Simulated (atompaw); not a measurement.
# A PAW (atompaw) potential for Al, from input to tests

Do these settings give a usable potential? It is generated, then checked for scattering, ghosts and hardness.

Method: atompaw 4.2.0.5, PBE, scalar-relativistic.

## 1. The design

The settings as typed:

```
element                 : aluminium (Al, Z = 13)
type                    : PAW
frozen core             : [He]
valence charge          : 11
reference configuration : 2s2 2p6 3s2 3p1
partial waves           : 2s (bound): rc 0.80 bohr; 3s (bound): rc 1.15 bohr; 2p (bound): rc 0.80 bohr; 3p (bound): rc 1.15 bohr; 3d channel at 0.2 Ry: rc 1.10 bohr; 3d channel at 1.65 Ry: rc 1.10 bohr
local potential         : ultrasoft scheme with l = 3 at -0.5 Ry, radius 0.85 bohr
core correction         : smooth core density matched at 1.15 bohr
augmentation charge     : sinc compensation charge, radius 0.95 bohr; PAW radius 1.15 bohr; waves and projectors: custom rrkj gramschmidtortho
```

The nodes and maxima of the atom's own shells, from an earlier all-electron run, set the scale for the radii.

All-electron outer shells of the reference configuration (PBE, scalar-relativistic, ld1.x):

| shell | level (eV) | outermost node (bohr) | outermost maximum (bohr) |
| --- | --- | --- | --- |
| 1s | -1511.14 | – | 0.08 |
| 2s | -108.17 | 0.16 | 0.50 |
| 2p | -69.64 | – | 0.43 |
| 3s | -7.75 | 0.80 | 2.09 |
| 3p | -2.71 | 0.82 | 2.64 |

## 2. Generation

Input file Al.input:

```
Al 13
GGA-PBE scalarrelativistic loggrid 1500 logderivrange -10 5 376
3 3 0 0 0 0
3 1 1
0 0 0
c
v
v
v
v
2
1.15 0.95 0.85 1.15
n
n
y
0.2
y
1.65
n
custom rrkj gramschmidtortho sinc
3 -0.5 ultrasoft
0.80
1.15
0.80
1.15
1.10
1.10
PWSCFOUT
UPFDX 0.0125d0 UPFXMIN -7.d0 UPFZMESH 13.d0
END
```

Started as:

```console
$ atompaw < Al.input > Al.log
```

What does the calculation give? Wanted: cutoffs for 10 and 1 mRy, occupied levels; bound ghosts; largest phase difference near zero energy, channels read; lowest eigenvalue of the overlap; share of valence orbitals outside the PAW sphere; UPF file.

As calculated:

| quantity | value |
| --- | --- |
| cutoffs for 10 and 1 mRy, occupied levels | 140 Ry and 230 Ry |
| bound ghosts | none found |
| largest phase difference near zero energy, channels read | 0.000 rad |
| lowest eigenvalue of the overlap (Bessel basis) | 0.106 (p) |
| share of valence orbitals outside the PAW sphere | 2s 5 %, 3s 96 %, 2p 6 %, 3p 98 % |
| UPF file | written |

In words: By its cutoff, 140 Ry for the looser tolerance, it is very hard. The slowest level is 2p: taken alone it needs 180 Ry to come within 1 mRy, against 100 Ry for 3p. The Bessel-basis test finds no level below the valence levels. Near zero energy the phases of the channels with partial waves agree within 0.001 rad. All of this concerns the isolated atom, not yet a solid.
